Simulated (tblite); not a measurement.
# C2H11NSi3: the cost of one run

Programs: PySCF 2.14.0 with density-fitted response routines of our own, and tblite 0.8.0. All values are computed, except where a source is named. Atoms count from 0 throughout.

## (1) The starting structure

17 atoms, charge 0, multiplicity 1; geometry from: force field or distance geometry start.

Bonds of the start (Å): C0–H6 1.10, C0–H7 1.09, C0–H8 1.10, C0–N1 1.44, C2–H10 1.10, C2–H9 1.10, C2–Si3 1.91, N1–C2 1.50, N1–Si5 1.72, Si3–H11 1.51, Si3–Si4 2.23, Si3–Si5 2.22, Si4–H12 1.49, Si4–H13 1.49, Si4–H14 1.49, Si5–H15 1.47, Si5–H16 1.48.

## (2) GFN2-xTB relaxation, start minimum

What the job is given:

```
{"job": {"xc": "GFN2-xTB", "basis": "xTB", "kind": "relax"}, "charge": 0, "multiplicity": 1}
C     -2.449200     0.277700    -0.326100
N     -1.032000     0.007500    -0.386700
C     -0.330800     0.701300     0.749400
Si     1.291000    -0.293900     0.544600
Si     2.656400     0.513300    -1.026300
Si    -0.312800    -1.552100    -0.327800
H     -2.919400    -0.077000     0.597700
H     -2.967200    -0.187800    -1.164600
H     -2.638500     1.354700    -0.402300
H     -0.793100     0.561800     1.743300
H     -0.200900     1.778000     0.584900
H      1.898100    -0.722200     1.857300
H      1.945800     0.944800    -2.258700
H      3.665500    -0.512500    -1.427000
H      3.412400     1.695700    -0.516100
H     -0.149900    -2.077200    -1.689200
H     -1.082400    -2.400200     0.613400
```

Run with:

```bash
> OMP_NUM_THREADS=1 python ens_run.py task.json out
```

The driver reads the study from task.json and runs its stages one after another.

**Question.** How long does this first job take on 1 thread of Intel Xeon Platinum 8259CL at 2.50GHz, shared host?

About 2.4 s.
